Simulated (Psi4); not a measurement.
# Si2NH6Cl (SMILES N[SiH]([SiH3])Cl) at 3 levels

Wanted: a comparison of 3 runs (HF/STO-3G, HSE06/6-31G*, B3LYP/6-31G*) of Si2NH6Cl. 

The results are computed with Psi4 1.11.

3 further runs of the same task are left out: 1 that didn't finish, 2 set aside as unsound or not needed.

## (1) The molecule

Si2NH6Cl: 10 atoms, total charge 0, spin state singlet. As SMILES, `N[SiH]([SiH3])Cl`. The Si3–H8 distance was set to 2.228 Å, away from the relaxed value. At this shape a bond of the SMILES string is far longer than usual.

Bond lengths: N1–Si2 1.706 Å, Si2–Si3 2.336 Å, Si2–Cl4 2.083 Å, N1–H5 1.008 Å, N1–H6 1.008 Å, Si2–H7 1.482 Å, Si3–H9 1.489 Å, Si3–H10 1.488 Å. Some angles: N1–Si2–Si3 109.4°, N1–Si2–Cl4 114.5°, Si3–Si2–Cl4 106.1°, N1–Si2–H7 107.1°, Si3–Si2–H7 114.7°, Cl4–Si2–H7 105.1°, Si2–N1–H5 120.5°, Si2–N1–H6 120.3°, Si2–Si3–H9 108.8°, Si2–Si3–H10 110.7°. A long bond or contact: Si3–H8 2.228 Å.

## (2) Energy and forces at HF/STO-3G (run 1)

input.dat reads:

```
memory 1600 mb

molecule {
  0 1
  N     -1.12911325     4.47167405    -0.66584311
  Si    -0.35111300     1.41787663    -1.34255404
  Si     1.09774002    -0.57616238     2.32030211
  Cl    -3.33858103    -0.77458362    -2.67235431
  H     -2.19945413     4.88155564     0.85444156
  H     -1.42617820     5.72248377    -2.07161037
  H      1.49666120     1.48515088    -3.44676408
  H      1.64821913    -4.69143408     1.61590481
  H     -0.81863125    -0.24168085     4.35345845
  H      3.52584911     0.55427179     3.17408037
  units bohr
  symmetry c1
}

set {
  basis         STO-3G
  puream        true
  e_convergence 1e-09
  d_convergence 1e-08
  scf_type      pk
}

e_tot, wfn = gradient("hf", return_wfn=True)
```

Launch:

```
$ psi4 input.dat output.dat -n 1
```

output.dat:

```text
[...]
  Running in c1 symmetry.
[...]
  Nuclear repulsion =  271.850120522503175
[...]
  Multiplicity = 1
[...]
  Nalpha       = 29
  Nbeta        = 29
[...]
    Number of basis functions: 38
[...]
   @RHF iter   1: -1082.87943395814864   -2.98525e+00   6.87176e-03 DIIS/ADIIS
[...]
   @RHF iter  10: -1082.95108768445857    6.82121e-13   1.49381e-09 DIIS
[...]
  @RHF Final Energy: -1082.95108768445857
   => Energetics <=
    Nuclear Repulsion Energy =            271.8501205225031754
    One-Electron Energy =               -2046.1728564814661695
    Two-Electron Energy =                 691.3716482745043095
    Total Energy =                      -1082.9510876844587983
[...]
  -Total Gradient:
     Atom            X                  Y                   Z
    ------   -----------------  -----------------  -----------------
       1       -0.007403160570     0.008448022545     0.001450983117
       2       -0.043899414786     0.009410717358    -0.006593352529
       3       -0.012164808701     0.092622704464     0.009782301509
       4        0.011764464565     0.002833616078     0.006136754479
       5        0.007155854467    -0.002921462745    -0.005613960012
       6        0.003916697425    -0.005932296813     0.005946310008
       7        0.020551318508     0.000907698301    -0.021581847834
       8        0.016236684930    -0.124565301539    -0.021418957688
       9       -0.022919935064     0.005380443339     0.022296708580
      10        0.026762299234     0.013815859020     0.009595060365
[...]
```

It took 2.1 s on 1 thread of Intel Xeon Platinum 8375C at 2.90GHz (Ice Lake), shared host; peak memory 0.18 GiB.

## (3) Energy and gradient at HSE06/6-31G(d) (spherical functions) (run 2)

job.py reads:

```python
import psi4

psi4.set_memory(1600000000)
psi4.set_num_threads(1)
psi4.core.set_output_file('run.log', False)

geom = psi4.geometry("""
0 1
N     -1.12911325     4.47167405    -0.66584311
Si    -0.35111300     1.41787663    -1.34255404
Si     1.09774002    -0.57616238     2.32030211
Cl    -3.33858103    -0.77458362    -2.67235431
H     -2.19945413     4.88155564     0.85444156
H     -1.42617820     5.72248377    -2.07161037
H      1.49666120     1.48515088    -3.44676408
H      1.64821913    -4.69143408     1.61590481
H     -0.81863125    -0.24168085     4.35345845
H      3.52584911     0.55427179     3.17408037
units bohr
symmetry c1
no_reorient
no_com
""")

psi4.set_options({
    'basis': '6-31G*',
    'reference': 'rks',
    'puream': True,
    'e_convergence': 1e-09,
    'd_convergence': 1e-08,
    'scf_type': 'pk',
    'dft_radial_points': 99,
    'dft_spherical_points': 590,
})

e, wfn = psi4.gradient('hse06', molecule=geom, return_wfn=True)
psi4.oeprop(wfn, 'WIBERG_LOWDIN_INDICES', 'LOWDIN_CHARGES', 'MULLIKEN_CHARGES', title='HSE06')
print('gradient / Eh bohr^-1')
print(e.np.round(6))
print(f'energy = {wfn.energy():.10f} Eh')
for k, v in sorted(psi4.core.scalar_variables().items()):
    print(f'{k:45s} {v:18.10f}')
```

Launch:

```
$ python job.py
```

run.log:

```text
[...]
  Running in c1 symmetry.
[...]
  Nuclear repulsion =  271.850120522503232
[...]
  Multiplicity = 1
[...]
  Nalpha       = 29
  Nbeta        = 29
[...]
    Number of basis functions: 80
[...]
   @RKS iter   1: -1096.80989261061222   -2.06706e-01   9.03709e-03 DIIS/ADIIS
[...]
   @RKS iter  12: -1097.07273023075049   -4.54747e-12   5.31681e-09 DIIS
[...]
  @RKS Final Energy: -1097.07273023075049
   => Energetics <=
    Nuclear Repulsion Energy =            271.8501205225032322
    One-Electron Energy =               -2057.6160631126426779
    Two-Electron Energy =                 749.1457881252092648
    DFT Exchange-Correlation Energy =     -60.4525757658201925
    Empirical Dispersion Energy =           0.0000000000000000
    VV10 Nonlocal Energy =                  0.0000000000000000
    Total Energy =                      -1097.0727302307504942
[...]
  -Total Gradient:
     Atom            X                  Y                   Z
    ------   -----------------  -----------------  -----------------
       1       -0.001549934903    -0.002980160680    -0.003646614343
       2       -0.002540380721     0.008042150637     0.003530839534
       3       -0.006682614929     0.051477513560     0.011252715388
       4        0.003283489034     0.001751791177     0.001535737495
       5        0.002220250612    -0.000947905039    -0.002687070376
       6        0.000049506297    -0.002158560658     0.003007039168
       7       -0.000875983141    -0.000229989634    -0.000283797301
       8        0.007911022847    -0.061292553424    -0.010851917870
       9       -0.000133745920     0.003394995746    -0.001143278196
      10       -0.001687344545     0.002945773374    -0.000716607116
[...]
```

Standard output:

```text
gradient / Eh bohr^-1
[[-1.5500e-03 -2.9800e-03 -3.6470e-03]
 [-2.5400e-03  8.0420e-03  3.5310e-03]
 [-6.6830e-03  5.1478e-02  1.1253e-02]
 [ 3.2830e-03  1.7520e-03  1.5360e-03]
 [ 2.2200e-03 -9.4800e-04 -2.6870e-03]
 [ 5.0000e-05 -2.1590e-03  3.0070e-03]
 [-8.7600e-04 -2.3000e-04 -2.8400e-04]
 [ 7.9110e-03 -6.1293e-02 -1.0852e-02]
 [-1.3400e-04  3.3950e-03 -1.1430e-03]
 [-1.6870e-03  2.9460e-03 -7.1700e-04]]
energy = -1097.0727302308 Eh
CURRENT ENERGY                                  -1097.0727302308
CURRENT REFERENCE ENERGY                        -1097.0727302308
DD SOLVATION ENERGY                                 0.0000000000
DFT FUNCTIONAL TOTAL ENERGY                     -1097.0727302308
DFT TOTAL ENERGY                                -1097.0727302308
DFT VV10 ENERGY                                     0.0000000000
DFT XC ENERGY                                     -60.4525757658
GRID ELECTRONS ALPHA                               28.9999991360
GRID ELECTRONS BETA                                28.9999991360
GRID ELECTRONS TOTAL                               57.9999982720
NUCLEAR REPULSION ENERGY                          271.8501205225
ONE-ELECTRON ENERGY                             -2057.6160631126
PCM POLARIZATION ENERGY                             0.0000000000
PE ENERGY                                           0.0000000000
SCF ITERATION ENERGY                            -1097.0727302308
SCF ITERATIONS                                     12.0000000000
SCF TOTAL ENERGY                                -1097.0727302308
TWO-ELECTRON ENERGY                               749.1457881252
XC GRID RADIAL POINTS                              99.0000000000
XC GRID SPHERICAL POINTS                          590.0000000000
XC GRID TOTAL POINTS                           551792.0000000000
```

Run time: 69 s. Hardware: 1 thread of Intel Xeon Platinum 8375C at 2.90GHz (Ice Lake), shared host; peak memory 0.85 GiB.

## (4) The energy at B3LYP/6-31G(d) (Cartesian functions) (run 3)

calc.py reads:

```python
import psi4

psi4.set_memory(1600000000)
psi4.set_num_threads(1)
psi4.core.set_output_file('clh6nsi2.out', False)

molecule = psi4.geometry("""
N
Si 1 1.705634
Si 2 2.336297 1 109.44772
Cl 2 2.083387 1 114.54272 3 119.01357
H 1 1.007509 2 120.48504 4 71.57863
H 1 1.008073 5 111.11423 2 148.78875
H 2 1.48231 1 107.10852 5 -172.32826
H 3 2.2285 2 110.21151 7 -67.03577
H 3 1.489056 8 109.02835 2 119.35608
H 3 1.487594 9 108.72324 8 -119.10603
symmetry c1
""")

psi4.set_options({
    'reference': 'rks',
    'puream': False,
    'e_convergence': 1e-09,
    'd_convergence': 1e-08,
    'scf_type': 'pk',
    'dft_radial_points': 99,
    'dft_spherical_points': 590,
})

e, wfn = psi4.energy('b3lyp/6-31G*', molecule=molecule, return_wfn=True)
print('E =', round(e, 9))
```

Launch:

```
$ python calc.py
```

clh6nsi2.out:

```text
[...]
  Running in c1 symmetry.
[...]
  Nuclear repulsion =  271.850135060011496
[...]
  Multiplicity = 1
[...]
  Nalpha       = 29
  Nbeta        = 29
[...]
    Number of basis functions: 84
[...]
   @RKS iter   1: -1097.26281604084306   -2.27873e-01   9.16098e-03 DIIS/ADIIS
[...]
   @RKS iter  12: -1097.54502641073168   -5.68434e-12   4.94236e-09 DIIS
[...]
  @RKS Final Energy: -1097.54502641073168
   => Energetics <=
    Nuclear Repulsion Energy =            271.8501350600114961
    One-Electron Energy =               -2057.3986538883823414
    Two-Electron Energy =                 751.8478554265194589
    DFT Exchange-Correlation Energy =     -63.8443630088805776
    Empirical Dispersion Energy =           0.0000000000000000
    VV10 Nonlocal Energy =                  0.0000000000000000
    Total Energy =                      -1097.5450264107316798
[...]
 Multipole Moments:
 ------------------------------------------------------------------------------------
     Multipole            Electronic (a.u.)      Nuclear  (a.u.)        Total (a.u.)
 ------------------------------------------------------------------------------------
 L = 1.  Multiply by 2.5417464519 to convert [e a0] to [Debye]
 Dipole X            :          4.1745872           -4.5357047           -0.3611175
 Dipole Y            :          5.7852377           -5.8797754           -0.0945377
 Dipole Z            :          1.1022542           -2.3679256           -1.2656714
 Magnitude           :                                                    1.3195709
[...]
```

On the terminal:

```text
E = -1097.545026411
```

Run time: 22 s. Hardware: 1 thread of Intel Xeon Platinum 8375C at 2.90GHz (Ice Lake), shared host; peak memory 0.85 GiB.

## (5) Overview of the runs

| run | level | integration grid | task | energy (Eh) | dipole moment (D) | HOMO energy (eV) | LUMO energy (eV) | wall time |
| --- | --- | --- | --- | --- | --- | --- | --- | --- |
| 1 | HF/STO-3G | – | gradient | -1082.951088 | 3.21 | -7.63 | 5.78 | 2.1 s |
| 2 | HSE06/6-31G* (spherical functions) | 99 radial × 590 angular | gradient | -1097.072730 | 3.34 | -7.35 | -1.95 | 69 s |
| 3 | B3LYP/6-31G* (Cartesian functions) | 99 radial × 590 angular | energy | -1097.545026 | 3.35 | -7.49 | -1.74 | 22 s |

## (6) Summary of results

| quantity | value |
| --- | --- |
| run 3: total energy | -1097.54503 Eh |
| run 3: dipole moment | 3.35 D |
| run 3: HOMO energy | -7.49 eV |
| run 3: LUMO energy | -1.74 eV |
| run 3: HOMO–LUMO gap | 5.74 eV |

In words: The dipole moment (its size) runs from 3.21 D (HF/STO-3G) to 3.35 D (B3LYP/6-31G*). The two ends differ in method and basis. The HOMO–LUMO gap runs from 5.40 eV (HSE06/6-31G*) to 13.41 eV (HF/STO-3G). Totals of different functionals can't be ranked against each other. In run 1 the basis is minimal, so the values are rough. All runs together took 93 s, the longest 69 s.
